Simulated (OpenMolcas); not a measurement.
# Cd: CASSCF terms and fine-structure levels

Which level of Cd lies lowest, and where do the others fall? The reference wave functions come first, then spin-orbit coupling.

The numbers are computed with OpenMolcas 26.06 (state-averaged CASSCF, spin-orbit coupling by RASSI with atomic mean-field integrals), except any that are marked as measured or tabulated.

## (1) What is computed

- Species: Cd (cadmium, Z = 48, 48 electrons)
- Basis: ANO-RCC-MB [5s4p2d], 27 functions
- Scalar Hamiltonian: DKH2, point nucleus
- Inactive shells: 1s 2s 2p 3s 3p 3d 4s 4p 4d
- Active space: 2 electrons in 4 orbitals (5s 5p)
- Some configurations of this space: 5p2, 5s 5p, 5s2
- Orbitals: optimised for each spin and parity, averaged over the low roots

Outer shells as boxes (Hund's rule):

5p2
```
5p [↑ ][↑ ][  ]
```

5s 5p
```
5s [↑ ]
5p [↑ ][  ][  ]
```

5s2
```
5s [↑↓]
```

The work runs as a chain of OpenMolcas steps in one folder; each step below is one input file. Labels, J, g values, rates, χT and fits are worked out afterwards by a script from the matrices that RASSI stores.

## (2) One- and two-electron integrals

Contents of a.inp:

```
&GATEWAY
Coord
1

Cd 0.0 0.0 0.0
Basis=ANO-RCC-MB
Group=XYZ
NoMove
AngMom=0.0 0.0 0.0
AMFI
&SEWARD
```

## (3) CASSCF: triplets of even parity, 3 roots

Contents of a.inp:

```
&RASSCF
FileOrb=start.orb
Symmetry=1
Spin=3
nActEl=2 0 0
Inactive=14 9
Ras2=1 3
CIRoot=3 3 1
SDav=3
CIMx=300
Iter=120 100
PrWF=0.3
OrbListing=Nothing
MaxOrb=0
Atom
>>> COPY $Project.JobIph JOB001
```

start.orb holds the contracted functions of the basis, ordered by shell, or the orbitals of the step before.

## (4) Reference wave functions, singlets of even parity, 1 root

Contents of a.inp:

```
&RASSCF
FileOrb=start.orb
Symmetry=1
Spin=1
nActEl=2 0 0
Inactive=14 9
Ras2=1 3
CIRoot=1 1 1
SDav=7
CIMx=300
Iter=120 100
PrWF=0.3
OrbListing=Nothing
MaxOrb=0
Atom
>>> COPY $Project.JobIph JOB002
```

## (5) CASSCF: triplets of odd parity, 3 roots

Contents of a.inp:

```
&RASSCF
FileOrb=start.orb
Symmetry=2
Spin=3
nActEl=2 0 0
Inactive=14 9
Ras2=1 3
CIRoot=3 3 1
SDav=3
CIMx=300
Iter=120 100
PrWF=0.3
OrbListing=Nothing
MaxOrb=0
Atom
>>> COPY $Project.JobIph JOB003
```

## (6) Reference wave functions, singlets of odd parity, 3 roots

a.inp: that of step 5 with these lines changed.

```diff
@@ -3,3 +3,3 @@
 Symmetry=2
-Spin=3
+Spin=1
 nActEl=2 0 0
@@ -15,2 +15,2 @@
 Atom
->>> COPY $Project.JobIph JOB003
+>>> COPY $Project.JobIph JOB004
```

## (7) State interaction with spin-orbit coupling

Contents of a.inp:

```
&RASSI
NrOfJobIphs=4 3 1 3 3
1 2 3
1
1 2 3
1 2 3
IphNames
JOB001
JOB002
JOB003
JOB004
EJob
SpinOrbit
DIPRint=1.0
SOCoupling=1000.0
Subsets=2
MEES
Property=10
'ANGMOM' 1 'ANGMOM' 2 'ANGMOM' 3 'MLTPL  1' 1 'MLTPL  1' 2 'MLTPL  1' 3
'AMFI' 1 'AMFI' 2 'AMFI' 3 'MLTPL  2' 6
SOProperty=3
'ANGMOM' 1 'ANGMOM' 2 'ANGMOM' 3
```

(Steps that only read results are left out.)

**Question.** What will these runs give? Wanted: lowest level; first excited level; spin-orbit lowering of the lowest level; strongest of the lines computed, by gA, at CASSCF energies.

As calculated:

| quantity | value |
| --- | --- |
| method | CASSCF |
| lowest level | 5s2 1S0, 100 % of that term |
| ground level listed by NIST | 1S0 |
| first excited level | 5s 5p 3P* 0 at 3.1144 eV |
| spin-orbit lowering of the lowest level | 0.0003 eV |
| strongest of the lines computed, by gA, at CASSCF energies | 5s 5p 1P* 1 → 5s2 1S0, 195.5 nm, A = 1.27e+09 s⁻¹ |

**Reading.** The computed levels miss the measured ones by 5600 cm⁻¹ on average. Only the configurations of the active space and the roots asked for are present. Not all states of the active space went into the spin-orbit step. No d shell is active. Only valence configurations of the active space appear, up to the ionisation limit; * or ° marks odd parity.
